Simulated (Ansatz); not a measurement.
# Ni: the cost of one run

Method: DFT PBEsol, scalar-relativistic, plane waves, PAW, in Ansatz 0.2.0.

## Step 1: The structure to begin with

The structure is cubic, space group Fm-3m (No. 225). The conventional cell has a = 3.524 Å, b = 3.524 Å, c = 3.524 Å, α = 90.00°, β = 90.00°, γ = 90.00°. Around Ni (site symmetry m-3m) lie 12 Ni at 2.49 Å.

As a file:

```
CELL_PARAMETERS angstrom
0.00000 1.76194 1.76194
1.76194 0.00000 1.76194
1.76194 1.76194 0.00000
ATOMIC_POSITIONS crystal
Ni 0.00000 0.00000 0.00000
```

The structure rests on an entry of the Crystallography Open Database; cell or positions may have been set otherwise for this series.

## Step 2: Relaxing cell and atoms: Ni, moments +

Contents of input.yaml:

```yaml
crystal:
  lattice:
    - [0.0, 1.761935, 1.761935]
    - [1.761935, 0.0, 1.761935]
    - [1.761935, 1.761935, 0.0]
  atoms:
    - { symbol: Ni, position: [0.0, 0.0, 0.0], spin: 0.7 }
magnetization:
  spin_polarized: true
scf:
  occupations: { method: methfessel_paxton, width: 0.1 }
output:
  forces: true
  stress: true
  eigenvalues: true
  populations: true
  write_density: true
  write_potential: true
  elf: true
  volumetric_format: npy
kpoints:
  mp_grid: { grid: [24, 24, 24] }
hamiltonian:
  xc: pbesol
relax:
  f_tol: 0.01
  adjacent_minimum: "off"
  cell: { stress_tol: 0.05 }
```

Command:

```sh
> ansatz run input.yaml --threads 1 --pin off --max-ram 3072MiB --backend cpu --events-out ev --progress --plain --runs-dir out
```

What time and memory should one allow on 1 thread of Intel Xeon Platinum 8488C (Sapphire Rapids), shared host?

About 42 s, with a peak of 0.44 GiB.
